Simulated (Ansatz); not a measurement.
# YAlSe3: the cost of one run

Method: DFT PBE, scalar-relativistic, plane waves, PAW, in Ansatz 0.2.0.

### Step 1. The starting structure

Symmetry: Pm-3m, No. 221, cubic system. Conventional cell: a = 4.811 Å, b = 4.811 Å, c = 4.811 Å, α = 90.00°, β = 90.00°, γ = 90.00°. Y (site symmetry m-3m) has 12 Se at 3.40 Å as nearest neighbours. Al (site symmetry m-3m) is surrounded by 6 Se at 2.41 Å. Se (site symmetry 4/mmm) has 2 Al at 2.41 Å and 4 Y at 3.40 Å as nearest neighbours.

Coordinates:

```cif
data_structure
_symmetry_space_group_name_H-M 'P 1'
_symmetry_Int_Tables_number 1
_cell_length_a 4.8110
_cell_length_b 4.8110
_cell_length_c 4.8110
_cell_angle_alpha 90.000
_cell_angle_beta 90.000
_cell_angle_gamma 90.000
_cell_volume 111.35
loop_
_atom_site_label
_atom_site_type_symbol
_atom_site_fract_x
_atom_site_fract_y
_atom_site_fract_z
_atom_site_occupancy
Y1 Y 0.00000 0.00000 0.00000 1
Al1 Al 0.50000 0.50000 0.50000 1
Se1 Se 0.00000 0.50000 0.50000 1
Se2 Se 0.50000 0.00000 0.50000 1
Se3 Se 0.50000 0.50000 0.00000 1
```

A structure generator made this guess: species swapped into a database cell of CeBPd3 (Pm-3m, No. 221), with Y on the Ce sites, Al on the B sites and Se on the Pd sites. The dimensions are guesses.

### Step 2. A first look at the guess

input.yaml

```yaml
crystal:
  lattice:
    - [4.81095109, 0.0, 0.0]
    - [0.0, 4.81095109, 0.0]
    - [0.0, 0.0, 4.81095109]
  atoms:
    - { symbol: "Y", position: [0.0, 0.0, 0.0] }
    - { symbol: Al, position: [0.5, 0.5, 0.5] }
    - { symbol: Se, position: [0.0, 0.5, 0.5] }
    - { symbol: Se, position: [0.5, 0.0, 0.5] }
    - { symbol: Se, position: [0.5, 0.5, 0.0] }
basis:
  ecutwfc: 420
kpoints:
  mp_grid: { grid: [4, 4, 4] }
hamiltonian:
  xc: pbe
scf:
  occupations: { method: gaussian, width: 0.1 }
  lower_state_search: "off"
output:
  forces: true
  stress: true
  eigenvalues: true
```

Started as:

```
$ ansatz run input.yaml --threads 1 --pin off --max-ram 2048MiB --backend cpu --events-out ev --progress --plain --runs-dir out
```

Q: Estimate wall time and peak memory on 1 thread of Arm Neoverse V1, shared host.

About 3.7 s, with a peak of 0.36 GiB.
